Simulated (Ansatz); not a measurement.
Crystal: Ta3N.

```
Ta N
1.0
     3.03222    0.00000    0.00000
    -1.51611    2.62598    0.00000
     0.00000    0.00000    7.52414
Ta N
3 1
Cartesian
  1.5161 0.8753 6.2155
  0.0000 1.7507 1.3087
  0.0000 0.0000 3.7621
  0.0000 0.0000 0.0000
```

The cell comes from a database or a generator and needn't be the stable form of this composition.

Base run:

* Program: Ansatz 0.2.0
* Functional: PBE
* Potentials or basis: Ansatz PAW
* Cutoff: 420 eV (not typed: the program's choice for these potentials)
* k mesh: 10 × 10 × 4
* Occupations: fermi-dirac, width 0.05 eV
* Spin: no spin polarisation
* Hubbard terms: Ta d U = 1 eV

Its results: band gap on the k mesh none (metal or under the smearing width); pressure 0.0 GPa; largest force 0.096 eV/Å.

**Question.** The run is repeated on the same cell with these changes: hubbard terms from Ta d U = 1 eV to none; hubbard projectors from ortho-atomic (the default) to none. What comes out?

**Answer.** Band gap on the k mesh none (metal or under the smearing width); pressure -0.7 GPa; largest force 0.133 eV/Å.

Caveats: the density of states is complete only up to the lowest level of the last band computed; U without spin polarisation on a metal has little footing (some runs).
